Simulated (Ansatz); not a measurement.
The system is YCrO4.

```
CELL_PARAMETERS angstrom
-3.55600 3.55600 3.12550
3.55600 -3.55600 3.12550
3.55600 3.55600 -3.12550
ATOMIC_POSITIONS crystal
Y 0.75000 0.25000 0.50000
Y 0.00000 0.00000 0.00000
Cr 0.25000 0.75000 0.50000
Cr 0.50000 0.50000 0.00000
O 0.66800 0.85000 0.18200
O 0.60000 0.91800 0.68200
O 0.66800 0.48600 0.81800
O 0.23600 0.91800 0.31800
O 0.08200 0.76400 0.68200
O 0.15000 0.33200 0.81800
O 0.08200 0.40000 0.31800
O 0.51400 0.33200 0.18200
```

```yaml
Program: Ansatz 0.2.0
Task: relaxation of cell and atoms
Functional: PBE
Potentials_or_basis: Ansatz PAW
Cutoff: "420 eV (not typed: the program's choice for these potentials)"
k_mesh: 6 × 6 × 6
Occupations: fermi-dirac, width 0.05 eV
Spin: collinear spin, ferromagnetic start
Starting_moments: "[0.0, 0.0, 3.0, 3.0, 0.0, 0.0, 0.0, 0.0, 0.0, 0.0, 0.0, 0.0] μB"
```

At the start: volume 13.17 Å³/atom.

Where does the relaxation end?

It ends after 9 steps and the volume is 13.45 Å³/atom (+2.1 %); space group I4_1/amd (No. 141, to 0.05 Å); moment 2.00 μB per cell.

Step by step:
```
step  energy change (eV)  largest force (eV/Å)  volume (Å³)
   1              0.0000                1.5504       158.09
   2             -0.1823                0.5599       159.12
   3             -0.2161                0.0649       161.76
   4             -0.2204                0.0280       161.14
   5             -0.2205                0.0126       161.14
   6             -0.2204                0.0002       161.19
   7             -0.2336                0.0004       161.19
   8             -0.2329                0.0001       161.39
   9             -0.2336                0.0001       161.39
```

Final structure:
```cif
data_structure
_symmetry_space_group_name_H-M 'P 1'
_symmetry_Int_Tables_number 1
_cell_length_a 5.9639
_cell_length_b 5.9639
_cell_length_c 5.9639
_cell_angle_alpha 106.042
_cell_angle_beta 106.042
_cell_angle_gamma 116.572
_cell_volume 161.39
loop_
_atom_site_label
_atom_site_type_symbol
_atom_site_fract_x
_atom_site_fract_y
_atom_site_fract_z
_atom_site_occupancy
Y1 Y 0.75000 0.25000 0.50000 1
Y2 Y 0.00000 0.00000 0.00000 1
Cr1 Cr 0.25000 0.75000 0.50000 1
Cr2 Cr 0.50000 0.50000 0.00000 1
O1 O 0.67387 0.85655 0.18268 1
O2 O 0.60655 0.92387 0.68268 1
O3 O 0.67387 0.49120 0.81732 1
O4 O 0.24120 0.92387 0.31732 1
O5 O 0.07613 0.75880 0.68268 1
O6 O 0.14345 0.32613 0.81732 1
O7 O 0.07613 0.39345 0.31732 1
O8 O 0.50880 0.32613 0.18268 1
```

Caveat: the plane-wave basis is chosen anew once the cell has moved, so the energies of steps on either side of that aren't comparable; the pressure holds a Pulay correction of +0.6 GPa for the finite cutoff; only a ferromagnetic start was run, and an antiferromagnetic order may lie lower in energy.
